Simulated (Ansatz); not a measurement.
# SiGe3: the cost of one run

Computed with Ansatz 0.2.0 (DFT PBEsol, scalar-relativistic, plane waves, PAW, unless a step's input says otherwise).

**1. The starting structure**

It takes space group R-3m (No. 166, trigonal). The conventional cell has a = 7.849 Å, b = 7.849 Å, c = 9.613 Å, α = 90.00°, β = 90.00°, γ = 120.00°. Around Si (site symmetry 3m) lie 3 Ge at 2.40 Å and 1 Si at 2.40 Å. Around Ge (site symmetry m) lie 3 Ge at 2.40 Å and 1 Si at 2.40 Å.

Coordinates:

```xyz
8
Lattice="5.5500 0.0000 0.0000 0.0000 5.5500 0.0000 0.0000 0.0000 5.5500" Properties=species:S:1:pos:R:3 pbc="T T T"
Si    0.0000    0.0000    0.0000
Ge    0.0000    2.7750    2.7750
Ge    2.7750    0.0000    2.7750
Ge    2.7750    2.7750    0.0000
Ge    1.3875    1.3875    1.3875
Ge    1.3875    4.1625    4.1625
Si    4.1625    1.3875    4.1625
Ge    4.1625    4.1625    1.3875
```

**2. Relaxing cell and atoms: SiGe3, no spin**

input.yaml

```yaml
crystal:
  lattice:
    - [5.55, 0.0, 0.0]
    - [0.0, 5.55, 0.0]
    - [0.0, 0.0, 5.55]
  atoms:
    - { symbol: Si, position: [0.0, 0.0, 0.0] }
    - { symbol: Ge, position: [0.0, 0.5, 0.5] }
    - { symbol: Ge, position: [0.5, 0.0, 0.5] }
    - { symbol: Ge, position: [0.5, 0.5, 0.0] }
    - { symbol: Ge, position: [0.25, 0.25, 0.25] }
    - { symbol: Ge, position: [0.25, 0.75, 0.75] }
    - { symbol: Si, position: [0.75, 0.25, 0.75] }
    - { symbol: Ge, position: [0.75, 0.75, 0.25] }
scf:
  occupations: { method: gaussian, width: 0.02 }
output:
  forces: true
  stress: true
  eigenvalues: true
  write_density: true
  write_potential: true
  elf: true
  volumetric_format: npy
kpoints:
  mp_grid: { grid: [6, 6, 6] }
hamiltonian:
  xc: pbesol
relax:
  f_tol: 0.01
  adjacent_minimum: "off"
  cell: { stress_tol: 0.03, fix: [shape] }
```

Command:

```console
$ ansatz run input.yaml --threads 4 --pin off --max-ram 12288MiB --backend cpu --events-out ev --progress --plain --runs-dir out
```

Q: Estimate wall time and peak memory on 4 threads of Arm Neoverse V1, shared host.

About 37 s, with a peak of 0.7 GiB.
